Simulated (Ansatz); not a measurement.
# CH₅ClO₂Si: how energies converge with the basis set

One table from this session's results is given with a row withheld; the runs are named, their logs left out.

Computed with Ansatz 0.2.0, Gaussian basis. Level: one geometry, several basis sets.

Plan: PBE0-D4/def2-SVP; ωB97M-V/def2-SVP; PBE0-D4/def2-QZVPP; ωB97M-V/def2-QZVPP; the functionals' def2-TZVPP values are taken from earlier runs.

**The relaxed structure**

An earlier PBE0-D4 in a triple-zeta def2 set relaxation fixed the geometry.

SMILES `C[Si](O)(O)Cl`, 10 atoms, charge 0, spin multiplicity 1.

Atoms are counted from 1 here; the program's logs count them from 0.

Bond lengths: C1–Si2 1.840 Å, C1–H6 1.092 Å, C1–H7 1.093 Å, C1–H8 1.092 Å, Si2–O3 1.636 Å, Si2–O4 1.627 Å, Si2–Cl5 2.071 Å, O3–H9 0.958 Å, O4–H10 0.959 Å. Angles: Si2–C1–H6 110.8°, Si2–C1–H7 109.8°, Si2–C1–H8 110.6°, H6–C1–H7 108.6°, H6–C1–H8 108.5°, H7–C1–H8 108.5°, C1–Si2–O3 114.0°, C1–Si2–O4 107.5°, C1–Si2–Cl5 109.4°, O3–Si2–O4 109.1°, O3–Si2–Cl5 106.3°, O4–Si2–Cl5 110.6°, Si2–O3–H9 117.5°, Si2–O4–H10 117.8°.

The first run:

Contents of in.yaml:

```yaml
crystal:
  periodic: [false, false, false]
  atoms:
    - {symbol: C, position_ang: [-0.682737, -1.241190, 0.044638]}
    - {symbol: Si, position_ang: [0.139208, 0.399320, -0.086838]}
    - {symbol: O, position_ang: [1.063381, 0.785791, 1.206920]}
    - {symbol: O, position_ang: [1.073756, 0.371546, -1.418555]}
    - {symbol: Cl, position_ang: [-1.299832, 1.881055, -0.238602]}
    - {symbol: H, position_ang: [-1.361095, -1.267478, 0.899376]}
    - {symbol: H, position_ang: [0.069152, -2.023323, 0.173136]}
    - {symbol: H, position_ang: [-1.256013, -1.456220, -0.858994]}
    - {symbol: H, position_ang: [0.686834, 1.378523, 1.858352]}
    - {symbol: H, position_ang: [1.650445, 1.120875, -1.576635]}
basis:
  gaussian: {orbitals: def2-SVP}
hamiltonian: {xc: pbe0, dispersion: d4}
output: {orbitals: {seedname: orbitals}}
```

Command:

```sh
ansatz run in.yaml --threads 4 --pin off --events-out ev --progress --plain --max-ram 10444MiB
```

Among the steps run: PBE0-D4 in def2-SVP; ωB97M-V in def2-SVP; PBE0-D4 in def2-QZVPP; ωB97M-V in def2-QZVPP.

One table of the session follows, with a row left open; its other results are not shown here.

It belongs to the step «Functionals by basis». 

| functional | basis | HOMO (eV) | LUMO (eV) |
| --- | --- | --- | --- |
| PBE0-D4 | def2-SVP | -8.76 | 1.30 |
| PBE0-D4 | def2-TZVPP | -8.96 | 0.65 |
| PBE0-D4 | def2-QZVPP | -9.00 | 0.19 |
| ωB97M-V | def2-SVP | ? | ? |
| ωB97M-V | def2-TZVPP | -11.25 | 2.10 |
| ωB97M-V | def2-QZVPP | -11.29 | 1.38 |

Estimate the missing values for ωB97M-V, def2-SVP.

As computed: HOMO (eV): -11.02; LUMO (eV): 2.94. In the column «HOMO (eV)» it lies between ωB97M-V, def2-TZVPP (-11.25) and PBE0-D4, def2-QZVPP (-9.00).
